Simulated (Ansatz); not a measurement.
# AlH6NSSi: up Jacob's ladder to CCSD(T)

An exercise on one series of results from a longer session: the logs are not shown, and one member is left open.

Program: Ansatz 0.2.0, Gaussian basis. Level of theory: functionals in def2-TZVPP, the program's frozen cores in correlated methods. These are calculated values, not measurements.

Plan: LDA (SPW92), PBE-D4, revPBE-D4, BLYP-D4, r2SCAN-D4, B97M-V, PBE0-D4, B3LYP-D4, r2SCANh-D4, r2SCAN0-D4, HSE06-D4, BHLYP-D4, CAM-B3LYP-D4, LC-ωPBE, ωB97X-V, ωB97M-V, B2PLYP, PBE-QIDH; CCSD(T)/def2-SVP; CCSD(T)/def2-TZVPP; MP2/def2-QZVPP; extrapolation to the limit; RPA on PBE.

## The relaxed structure

An earlier PBE0-D4 in a triple-zeta def2 set relaxation fixed the geometry.

SMILES `[NH2][AlH][SiH2]S`, 10 atoms, charge 0, spin multiplicity 1.

Atoms are counted from 1 here; the program's logs count them from 0.

Bond lengths: N1–Al2 1.766 Å, N1–H5 1.007 Å, N1–H6 1.008 Å, Al2–Si3 2.448 Å, Al2–H7 1.587 Å, Si3–S4 2.162 Å, Si3–H8 1.493 Å, Si3–H9 1.490 Å, S4–H10 1.344 Å. Angles: Al2–N1–H5 124.9°, Al2–N1–H6 124.9°, H5–N1–H6 110.2°, N1–Al2–Si3 119.8°, N1–Al2–H7 118.1°, Si3–Al2–H7 122.0°, Al2–Si3–S4 107.2°, Al2–Si3–H8 115.2°, Al2–Si3–H9 113.7°, S4–Si3–H8 110.4°, S4–Si3–H9 103.1°, H8–Si3–H9 106.5°, Si3–S4–H10 95.3°.

As a file:

```xyz
10
charge 0, multiplicity 1
N    -0.8792    1.9396    0.9161
Al    0.2078    0.9898   -0.1011
Si    0.3551   -1.4338    0.2086
S     0.0842   -2.3428   -1.7338
H    -1.4495    1.5655    1.6573
H    -1.0328    2.9315    0.8264
H     1.0143    1.7428   -1.2420
H     1.6181   -1.9190    0.8394
H    -0.7642   -2.0053    1.0084
H     0.9294   -1.5193   -2.3761
```

Set-up of the first run:

Input file in.yaml:

```yaml
crystal:
  periodic: [false, false, false]
  atoms:
    - {symbol: N, position_ang: [-0.879237, 1.939558, 0.916089]}
    - {symbol: Al, position_ang: [0.207837, 0.989758, -0.101133]}
    - {symbol: Si, position_ang: [0.355058, -1.433837, 0.208565]}
    - {symbol: S, position_ang: [0.084153, -2.342831, -1.733807]}
    - {symbol: H, position_ang: [-1.449472, 1.565500, 1.657277]}
    - {symbol: H, position_ang: [-1.032791, 2.931465, 0.826376]}
    - {symbol: H, position_ang: [1.014314, 1.742797, -1.242005]}
    - {symbol: H, position_ang: [1.618100, -1.919009, 0.839367]}
    - {symbol: H, position_ang: [-0.764249, -2.005268, 1.008417]}
    - {symbol: H, position_ang: [0.929386, -1.519332, -2.376147]}
basis:
  gaussian: {orbitals: def2-TZVPP}
hamiltonian: {xc: lda}
output: {orbitals: {seedname: orbitals}}
```

Command:

```sh
$ ansatz run in.yaml --threads 2 --pin off --events-out ev --progress --plain --max-ram 4352MiB
```

Steps of the session up to this table: LDA; PBE-D4 (GGA); revPBE-D4 (GGA); BLYP-D4 (GGA); r2SCAN-D4 (meta-GGA); B97M-V (meta-GGA); PBE0-D4 (hybrid); B3LYP-D4 (hybrid); r2SCANh-D4 (hybrid); r2SCAN0-D4 (hybrid); HSE06-D4 (hybrid); BHLYP-D4 (hybrid); CAM-B3LYP-D4 (range-separated); LC-ωPBE (range-separated); ωB97X-V (range-separated); ωB97M-V (range-separated); B2PLYP (double hybrid); PBE-QIDH (double hybrid).

One of the session's tables, all rows but one given; the rest of the session is left out.

It belongs to the step «Frontier levels by functional». 

```
  functional  HOMO (eV)  LUMO (eV)  gap (eV)
 LDA (SPW92)      -5.87      -2.21      3.66
      PBE-D4      -5.79      -2.00      3.79
   revPBE-D4      -5.75      -1.90      3.84
     BLYP-D4      -5.63      -1.84      3.79
   r2SCAN-D4      -6.04      -1.78      4.25
      B97M-V      -6.14      -1.94      4.21
     PBE0-D4      -6.92      -1.27      5.65
    B3LYP-D4      -6.70      -1.42      5.28
  r2SCANh-D4          ?          ?         ?
  r2SCAN0-D4      -7.08      -1.15      5.93
    HSE06-D4      -6.53      -1.64      4.89
    BHLYP-D4      -7.92      -0.45      7.47
CAM-B3LYP-D4      -8.18      -0.28      7.90
     LC-ωPBE      -9.51       0.73     10.24
     ωB97X-V      -9.18       0.64      9.82
     ωB97M-V      -8.97       0.39      9.36
```

**Question.** Estimate the row for r2SCANh-D4.

Worked estimate for «HOMO (eV)». Against the share of exact exchange, r2SCAN-D4 (0, -6.04), r2SCAN0-D4 (0.25, -7.08) give a slope of -4.16 per unit share; at 0.1 the line stands at -6.46.

The run gave: HOMO (eV): -6.45; LUMO (eV): -1.53; gap (eV): 4.92. In «HOMO (eV)» the line misses by -0.01.
